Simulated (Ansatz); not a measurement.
Runs of Ansatz 0.2.0 on CsLiCr2Te2S3. The typed cell holds 18 atoms: a = 3.675 Å, b = 6.258 Å, c = 18.879 Å, α = 89.93°, β = 89.72°, γ = 90.00°. The cell was built by a generator and needn't be a form met in nature.

```csv
task,level,U,cell,k mesh,cutoff (eV),hubbard projectors,double counting,gap on the mesh (eV),pressure (GPa),moment (μB),largest force (eV/Å)
relaxation of cell and atoms,r2SCAN+D4,-,relaxed,5 × 3 × 1,500,-,-,none,0.0,11.70,0.01
projected density of states,PBE+U,Cr d U = 6 eV,as given,7 × 5 × 2,420,ortho-atomic (the default),fll (the default),none,3.9,(b),1.06
projected density of states,PBE+U,Cr d U = 4 eV,as given,7 × 5 × 2,420,ortho-atomic (the default),fll (the default),none,2.5,12.03,0.74
projected density of states,PBE+U,Cr d U = 2 eV,as given,7 × 5 × 2,420,ortho-atomic (the default),fll (the default),none,(a),11.79,0.39
```

Alike in all rows: potentials or basis Ansatz PAW; spin collinear, ferromagnetic start; smearing fermi-dirac 0.05 eV.

Q: Estimate the missing entries.

A: (a) 1.2; (b) 12.20.

Caveats: the magnetic or orbital state may not be the lowest; only a ferromagnetic start was run, and an antiferromagnetic order may lie lower in energy; the plane-wave basis is chosen anew once the cell has moved, so the energies of steps on either side of that aren't comparable (some runs); pairwise dispersion overbinds metals, which lowers pressure and volume (some runs); the PAW data sets come from PBE, with cores solved anew for the run's functional, which leaves a small shift of forces and pressure (some runs); forces of over 1 eV/Å show positions far from the minimum, so gaps and moduli don't describe the material at rest (some runs).

A k mesh can miss the band edges, and the runs leave out spin-orbit coupling on Cs, Te.

A gap of «none» marks a metal or a gap under the smearing width.
